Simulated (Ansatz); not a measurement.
# CH₄FGaSi: basis-set convergence

How large a basis does CH₄FGaSi need? Two functionals are run in growing sets.

The runs use Ansatz 0.2.0, Gaussian basis; one geometry, several basis sets.

Plan: PBE0-D4/def2-SVP; ωB97M-V/def2-SVP; PBE0-D4/def2-QZVPP; ωB97M-V/def2-QZVPP; the functionals' def2-TZVPP values are taken from earlier runs.

### Step 1. Structure used throughout

All runs share one geometry, relaxed beforehand with PBE0-D4 in a triple-zeta def2 set.

8 atoms, charge 0, spin multiplicity 1.

Atoms are counted from 1 here; the program's logs count them from 0.

Bond lengths: F1–Si4 1.623 Å, Ga2–C3 2.074 Å, C3–Si4 1.832 Å, C3–H5 1.096 Å, C3–H6 1.096 Å, Si4–H7 1.486 Å, Si4–H8 1.486 Å. Angles: Ga2–C3–Si4 112.5°, Ga2–C3–H5 106.1°, Ga2–C3–H6 106.2°, Si4–C3–H5 111.8°, Si4–C3–H6 111.8°, H5–C3–H6 108.0°, F1–Si4–C3 107.6°, F1–Si4–H7 105.3°, F1–Si4–H8 105.3°, C3–Si4–H7 113.9°, C3–Si4–H8 113.8°, H7–Si4–H8 110.2°.

### Step 2. PBE0-D4 in def2-SVP

The input, in.yaml:

```yaml
crystal:
  periodic: [false, false, false]
  atoms:
    - {symbol: F, position_ang: [-0.157499, -1.694836, 0.995391]}
    - {symbol: Ga, position_ang: [0.538613, 1.163740, 2.091821]}
    - {symbol: C, position_ang: [0.197969, 0.911198, 0.061464]}
    - {symbol: Si, position_ang: [-0.198758, -0.823704, -0.373471]}
    - {symbol: H, position_ang: [1.105027, 1.261256, -0.445431]}
    - {symbol: H, position_ang: [-0.619787, 1.593634, -0.198774]}
    - {symbol: H, position_ang: [0.797158, -1.461124, -1.273163]}
    - {symbol: H, position_ang: [-1.570622, -1.007266, -0.913737]}
basis:
  gaussian: {orbitals: def2-SVP}
hamiltonian: {xc: pbe0, dispersion: d4}
output: {orbitals: {seedname: orbitals}}
```

Started as:

```
$ ansatz run in.yaml --threads 2 --pin off --events-out ev --progress --plain --max-ram 4352MiB
```

Further steps of the session: ωB97M-V in def2-SVP; PBE0-D4 in def2-QZVPP; ωB97M-V in def2-QZVPP.

Q: Predict the results of all the runs planned. Wanted: PBE0-D4: double and triple zeta above quadruple; ωB97M-V: double and triple zeta above quadruple.

As calculated:

| quantity | value |
| --- | --- |
| PBE0-D4: double and triple zeta above quadruple | 15.93, 1.66 eV |
| ωB97M-V: double and triple zeta above quadruple | 15.97, 1.59 eV |

In words: PBE0-D4 gains 14.27 eV from double to triple zeta, then 1.66 eV more. Total energies overstate the basis error of differences, where much of it tends to cancel.
